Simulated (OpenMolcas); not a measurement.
# Co⁴⁺ among point charges: CASSCF and CASPT2 levels and susceptibility

How does a field of 5 point charges split the states of Co⁴⁺, and what χT follows?

Method: state-averaged CASSCF and CASPT2, spin-orbit coupling by RASSI with atomic mean-field integrals. Code: OpenMolcas 26.06.

### 1 What is computed

```
Species                           : Co⁴⁺ (cobalt, Z = 27, 23 electrons)
Basis                             : ANO-RCC-VTZP [6s5p3d2f1g], 59 functions
Scalar Hamiltonian                : DKH2, point nucleus
Inactive shells                   : 1s 2s 2p 3s 3p
Active space                      : 5 electrons in 5 orbitals (3d)
Some configurations of this space : 3d⁵
Orbitals                          : optimised for each spin and parity, averaged over all roots
```

Outer shells as boxes (Hund's rule):

3d5
```
3d [↑ ][↑ ][↑ ][↑ ][↑ ]
```

The ion sits among 5 point charges of -1.5 e arranged as a square pyramid (C4v), 1.94 Å from the ion, with the axial distance 1.707 Å.

The work runs as a chain of OpenMolcas steps in one folder; each step below is one input file. Labels, J, g values, rates, χT and fits are worked out afterwards by a script from the matrices that RASSI stores.

### 2 One- and two-electron integrals

a.inp

```
&GATEWAY
Coord
1

Co 0.0 0.0 0.0
Basis=ANO-RCC-VTZP
Group=NoSym
NoMove
AngMom=0.0 0.0 0.0
AMFI
XField
5 Angstrom 0
1.940000 0.000000 0.000000 -1.500000
0.000000 1.940000 0.000000 -1.500000
-1.940000 0.000000 0.000000 -1.500000
0.000000 -1.940000 0.000000 -1.500000
0.000000 0.000000 1.707200 -1.500000
&SEWARD
```

### 3 Reference wave functions, sextets, 1 root

a.inp

```
&RASSCF
FileOrb=start.orb
Symmetry=1
Spin=6
nActEl=5 0 0
Inactive=9
Ras2=5
CIRoot=1 1 1
SDav=1
CIMx=300
Iter=120 100
PrWF=0.3
OrbListing=Nothing
MaxOrb=0
>>> COPY $Project.JobIph JOB001
```

start.orb holds the contracted functions of the basis, ordered by shell, or the orbitals of the step before.

### 4 CASSCF: quartets, 24 roots

a.inp

```
&RASSCF
FileOrb=start.orb
Symmetry=1
Spin=4
nActEl=5 0 0
Inactive=9
Ras2=5
CIRoot=24 24 1
SDav=24
CIMx=300
Iter=120 100
PrWF=0.3
OrbListing=Nothing
MaxOrb=0
>>> COPY $Project.JobIph JOB002
```

### 5 CASSCF: doublets, 75 roots

a.inp

```
&RASSCF
FileOrb=start.orb
Symmetry=1
Spin=2
nActEl=5 0 0
Inactive=9
Ras2=5
CIRoot=75 75 1
SDav=75
CIMx=300
Iter=120 100
PrWF=0.3
OrbListing=Nothing
MaxOrb=0
>>> COPY $Project.JobIph JOB003
```

### 6 RASSI: spin-orbit coupling between the states

a.inp

```
&RASSI
NrOfJobIphs=3 1 24 75
1
1 2 3 4 5 6 7 8 9 10 11 12 13 14 15 16 17 18 19 20 21 22 23 24
1 2 3 4 5 6 7 8 9 10 11 12 13 14 15 16 17 18 19 20 21 22 23 24 25 26 27
28 29 30 31 32 33 34 35 36 37 38 39 40 41 42 43 44 45 46 47 48 49 50 51
52 53 54 55 56 57 58 59 60 61 62 63 64 65 66 67 68 69 70 71 72 73 74 75
IphNames
JOB001
JOB002
JOB003
EJob
SpinOrbit
DIPRint=1.0
SOCoupling=1000.0
Subsets=2
Property=9
'ANGMOM' 1 'ANGMOM' 2 'ANGMOM' 3 'MLTPL  1' 1 'MLTPL  1' 2 'MLTPL  1' 3
'AMFI' 1 'AMFI' 2 'AMFI' 3
SOProperty=3
'ANGMOM' 1 'ANGMOM' 2 'ANGMOM' 3
```

### 7 CASPT2: IPEA 0.25, imaginary shift 0.1 (closed shells correlated: 3s 3p)

a.inp

```
>>> COPY JOB001 $Project.JobIph
&CASPT2
Multistate=1 1
Frozen=5
IPEA=0.25
Imaginary=0.1
MaxIter=60
WThr=0.0 0.3 0.05
PrWF=0.5
NoMix
>>> COPY JOB002 $Project.JobIph
&CASPT2
Multistate=24 1 2 3 4 5 6 7 8 9 10 11 12 13 14 15 16 17 18 19 20 21 22
23 24
NoMult
Frozen=5
IPEA=0.25
Imaginary=0.1
MaxIter=60
WThr=0.0 0.3 0.05
PrWF=0.5
NoMix
>>> COPY JOB003 $Project.JobIph
&CASPT2
Multistate=75 1 2 3 4 5 6 7 8 9 10 11 12 13 14 15 16 17 18 19 20 21 22
23 24 25 26 27 28 29 30 31 32 33 34 35 36 37 38 39 40 41 42 43 44 45 46
47 48 49 50 51 52 53 54 55 56 57 58 59 60 61 62 63 64 65 66 67 68 69 70
71 72 73 74 75
NoMult
Frozen=5
IPEA=0.25
Imaginary=0.1
MaxIter=60
WThr=0.0 0.3 0.05
PrWF=0.5
NoMix
```

(Steps that only read results are left out.)

Before running it: what results should come out? Wanted: spin-free ground state; lowest level; next level.

**Answer**, as computed:

| quantity | value |
| --- | --- |
| method | SS-CASPT2, IPEA 0.25, imaginary shift 0.1 (closed shells correlated: 3s 3p) |
| spin-free ground state | sextet, 1-fold in its orbital part |
| lowest level | 4-fold |
| next level | 0.1 cm⁻¹ |
| χT at 300 K | 4.38 cm³ K/mol |
| effective moment at 300 K | 5.92 μB |

Cost by method:

```csv
method,time of its own steps,time with the reference
A. CASSCF,20 s,20 s
"B. SS-CASPT2, IPEA 0.25, imaginary shift 0.1, +3s 3p",19 s,39 s
```

Times are of one thread on a shared host.

In words: The spin-free ground state (sextet) comes to 100 % from free-ion S terms and keeps the highest spin of the shell. χT at 300 K is 4.38, against 4.39 cm³ K/mol for the spin alone, as a half-filled shell (L = 0) has no orbital moment. An active space of the d shell alone favours high spin; real ions in strong fields can be low spin. The field of point charges can differ much from that of real complexes. With metal d orbitals alone active, the gaps between spin states are rough; where two lie within a few thousand cm-1, their order is open. Point charges carry no covalency, so the field is a model and not that of real ligands.
